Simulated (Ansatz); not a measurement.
This script for a polarisability from point charges of CH6OSi2, SMILES CO[Si][SiH3] with the Python package of Ansatz (0.2.0) holds a mistake.

Script `field_ch6osi2.py`:
```python
'''Dipole of CH6OSi2 in the field of point charges.'''

import ansatz as az
from ase import Atoms
import numpy as np

SETTINGS = {
    'basis': 'def2-SVPD',
    'level': 'mp2',
}

atoms = Atoms(['C', 'O', 'Si', 'Si', 'H', 'H', 'H', 'H', 'H', 'H'], positions=[
    [-1.779, -0.4733, -0.3005],
    [-0.9283, 0.1699, -1.2159],
    [0.0077, 1.3438, -0.3566],
    [1.8861, 0.3971, 0.3966],
    [-2.492, 0.2433, 0.1671],
    [-2.3823, -1.2239, -0.8511],
    [-1.201, -1.0226, 0.4771],
    [2.6648, -0.1153, -0.7406],
    [2.6803, 1.3956, 1.1276],
    [1.5438, -0.7145, 1.2963],
])
mol = az.Crystal.molecule_from_ase(atoms)

calc = mol.calculation()
calc = calc.basis(gaussian=SETTINGS['basis'])
calc = calc.correlation(SETTINGS['level'])
calc = calc.spin('collinear', total=2)
calc = calc.forces()
# charges +q and -q at -R and +R make a nearly even field 2 k q / R^2 at the centre
centre = np.mean([site.position_ang for site in mol.cartesian_sites], axis=0)
field = 2 * 14.399645 * 3.0 / 30.0 ** 2


def dipole(axis, sign):
    arm = 30.0 * np.eye(3)[axis]
    pair = [{'charge': sign * 3.0, 'position_ang': (centre - arm).tolist()}, {'charge': -sign * 3.0, 'position_ang': (centre + arm).tolist()}]
    deck = calc.input().set(az.key.basis.gaussian.point_charges, pair)
    return np.array(az.Session.from_dict(deck).execute().report['charge_distribution']['dipole_moment_e_ang'])


print(f'field {field:.4f} V/A')
alpha = np.array([(dipole(axis, 1) - dipole(axis, -1)) / (2 * field) * 14.399645 for axis in range(3)])
print('polarisability tensor (A^3)')
print(np.array2string(alpha, precision=3, suppress_small=True))
print(f'mean {np.trace(alpha) / 3:.3f} A^3 = {np.trace(alpha) / 3 / 0.14818471:.2f} bohr^3')
```

```console
$ python field_ch6osi2.py
field 0.0960 V/A
Traceback (most recent call last):
  File "field_ch6osi2.py", line 44, in <module>
    alpha = np.array([(dipole(axis, 1) - dipole(axis, -1)) / (2 * field) * 14.399645 for axis in range(3)])
                       ~~~~~~^^^^^^^^^
  File "field_ch6osi2.py", line 40, in dipole
    return np.array(az.Session.from_dict(deck).execute().report['charge_distribution']['dipole_moment_e_ang'])
                    ^^^^^^^^^^^^^^^^^^^^^^^^^^^^^^^^^^
  ...
AttributeError: 'ansatz.Session' object has no attribute 'execute'
$ echo $?
1
```
(Library frames cut from the traceback.)

What is wrong, and how is it mended?

The fault: a session has to be planned before it's executed. The correction:

```diff
--- before
+++ after
@@ -39,3 +39,3 @@
     deck = calc.input().set(az.key.basis.gaussian.point_charges, pair)
-    return np.array(az.Session.from_dict(deck).execute().report['charge_distribution']['dipole_moment_e_ang'])
+    return np.array(az.Session.from_dict(deck).plan().execute().report['charge_distribution']['dipole_moment_e_ang'])
```

After the fix:

```console
$ python field_ch6osi2.py
field 0.0960 V/A
polarisability tensor (A^3)
[[13.538 -0.062  0.921]
 [-0.07  10.849 -0.393]
 [ 0.915 -0.39   9.979]]
mean 11.455 A^3 = 77.30 bohr^3
```

Notes:
- The geometry is a force-field or estimated start, not a minimum of this method, and the basis set is short of its limit. The field of two point charges is only nearly even.
- The species is open-shell (spin multiplicity 3).
- Hardware and time: 2.8 min on 1 thread of Arm Neoverse N1, on a shared host, peak memory 0.56 GiB.

(Lines on the test bed's own set-up are left out of the output.)
